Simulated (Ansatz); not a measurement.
# MgZr2CdO6: the cost of one run

Computed with Ansatz 0.2.0 (reference: DFT PBE, plane waves, PAW, scalar-relativistic, no spin polarisation, unless a step's input says otherwise).

## (1) Starting point

The structure is trigonal, space group R-3 (No. 148). Conventional cell: a = 5.148 Å, b = 5.148 Å, c = 16.857 Å, α = 90.00°, β = 90.00°, γ = 120.00°. Around Cd (site symmetry -3) lie 6 O at 1.86 Å. Around Mg (site symmetry -3) lie 6 O at 2.33 Å. Zr (site symmetry 3) has 9 O at 2.63 to 2.78 Å as nearest neighbours. Around O (site symmetry 1) lie 1 Cd at 1.86 Å and 1 Mg at 2.33 Å and 3 Zr at 2.63 to 2.78 Å.

Coordinates:

```
Cd Mg Zr O
1.0
     2.57422    4.45867    0.00000
    -2.57422    4.45867    0.00000
     0.00000   -2.97245    5.61906
Cd Mg Zr O
1 1 2 6
Direct
  0.00000 0.00000 0.00000
  0.50000 0.50000 0.50000
  0.24350 0.24350 0.73050
  0.75650 0.75650 0.26950
  0.76180 0.76620 0.83670
  0.30870 0.76180 0.83670
  0.76620 0.30870 0.83670
  0.23820 0.23380 0.16330
  0.69130 0.23820 0.16330
  0.23380 0.69130 0.16330
```

## (2) Baseline

The input, input.yaml:

```yaml
crystal:
  lattice:
    - [2.574217, 4.458671, 0.0]
    - [-2.574217, 4.458671, 0.0]
    - [0.0, -2.972447, 5.619057]
  atoms:
    - { symbol: Cd, position: [0.0, 0.0, 0.0] }
    - { symbol: Mg, position: [0.5, 0.5, 0.5] }
    - { symbol: Zr, position: [0.2435, 0.2435, 0.7305] }
    - { symbol: Zr, position: [0.7565, 0.7565, 0.2695] }
    - { symbol: O, position: [0.7618, 0.7662, 0.8367] }
    - { symbol: O, position: [0.3087, 0.7618, 0.8367] }
    - { symbol: O, position: [0.7662, 0.3087, 0.8367] }
    - { symbol: O, position: [0.2382, 0.2338, 0.1633] }
    - { symbol: O, position: [0.6913, 0.2382, 0.1633] }
    - { symbol: O, position: [0.2338, 0.6913, 0.1633] }
  symmetry: { tolerance: 0.0003 }
kpoints:
  mp_grid: { grid: [4, 4, 4], shift: [0, 0, 0] }
magnetization:
  spin_polarized: false
scf:
  occupations: { method: fermi_dirac }
hamiltonian:
  pseudopotentials: { kind: paw }
  xc: pbe
basis:
  ecutwfc: 420
output:
  forces: true
  stress: true
  eigenvalues: true
```

On the command line:

```
$ ansatz run input.yaml --threads 1 --pin off --max-ram 2560MiB --backend cpu --events-out ev --progress --plain --runs-dir out
```

**Question.** How long does this run take on 1 thread of an x86-64 CPU, shared host, and how much memory does it need?

About 7 s, with a peak of 0.57 GiB.
